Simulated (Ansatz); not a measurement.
Crystal: CsLiCr2Te2S3.

```xyz
18
Lattice="3.6747 -0.0002 -0.0015 0.0007 6.2585 0.0027 0.0997 0.0151 18.8784" Properties=species:S:1:pos:R:3 pbc="T T T"
Cs    0.0873    6.2463   11.5116
Cs    1.9241    3.1114   12.0331
Li    1.9273    5.2275   18.6069
Li    3.7643    2.1113   18.5971
Cr    3.6657    0.0061    2.5383
Cr    1.8288    3.1327    2.5418
Cr    0.0887    4.2020   15.6893
Cr    1.9257    1.0600   15.7329
Te    0.0843    3.7384    8.7368
Te    1.9221    1.4273    8.5818
Te    1.8297    5.2398    4.3014
Te    3.6670    2.1091    4.3007
S     3.7641    6.2706   16.9998
S     1.9264    3.1716   16.9772
S     3.6659    4.1699    1.3573
S     1.8281    1.0434    1.3514
S     1.9258    5.2728   14.4419
S     0.0880    2.0646   14.4953
```

The cell was built by a generator and needn't be a form met in nature.

| Item | Value |
| --- | --- |
| Program | Ansatz 0.2.0 |
| Task | relaxation of cell and atoms |
| Functional | revPBE |
| Potentials or basis | Ansatz PAW |
| Cutoff | 420 eV (not typed: the program's choice for these potentials) |
| k mesh | 5 × 3 × 1 |
| Occupations | fermi-dirac, width 0.05 eV |
| Spin | collinear spin, ferromagnetic start |
| Starting moments | [0.0, 0.0, 0.0, 0.0, 3.0, 3.0, 3.0, 3.0, 0.0, 0.0, 0.0, 0.0, 0.0, 0.0, 0.0, 0.0, 0.0, 0.0] μB |

At the start: volume 24.12 Å³/atom.

Task: Where does the relaxation end?

Result: It ends after 15 steps and the volume is 27.63 Å³/atom (+14.6 %); space group P1 (No. 1, to 0.05 Å); moment 11.37 μB per cell.

The path:
```tsv
step	energy change (eV)	largest force (eV/Å)	volume (Å³)
1	0.0000	0.1331	434.17
2	-0.0955	0.1746	456.33
3	-0.1157	0.0605	463.75
4	-0.1190	0.0703	466.95
5	-0.1195	0.0697	470.43
6	-0.1252	0.0460	474.69
7	-0.1269	0.0241	475.46
8	-0.1276	0.0215	477.34
9	-0.1277	0.0071	478.62
10	-0.1388	0.0069	478.62
11	-0.1405	0.0103	483.95
12	-0.1411	0.0151	491.73
13	-0.1411	0.0059	494.33
14	-0.1407	0.0052	497.42
15	-0.1435	0.0051	497.42
```

Final structure:
```
Cs Li Cr Te S
1.0
     3.71069   -0.00030   -0.00296
     0.00049    6.38377   -0.00345
     0.09379   -0.00398   20.99852
Cs Li Cr Te S
2 2 4 4 6
Direct
  0.00530 0.99945 0.63310
  0.50468 0.49611 0.66352
  0.49816 0.83358 0.97780
  0.99817 0.33619 0.97771
  0.99537 0.00025 0.11212
  0.49537 0.49983 0.11222
  0.00109 0.66931 0.83628
  0.50104 0.16673 0.83857
  0.00801 0.59090 0.50426
  0.50822 0.23563 0.49205
  0.49365 0.83416 0.19498
  0.99364 0.33384 0.19509
  0.99980 0.99894 0.89842
  0.49982 0.50420 0.89731
  0.99655 0.66601 0.05542
  0.49655 0.16653 0.05512
  0.50232 0.84126 0.77648
  0.00226 0.32706 0.77952
```

Caveat: the plane-wave basis is chosen anew once the cell has moved, so the energies of steps on either side of that aren't comparable; only a ferromagnetic start was run, and an antiferromagnetic order may lie lower in energy; the PAW data sets come from PBE, with cores solved anew for the run's functional, which leaves a small shift of forces and pressure.
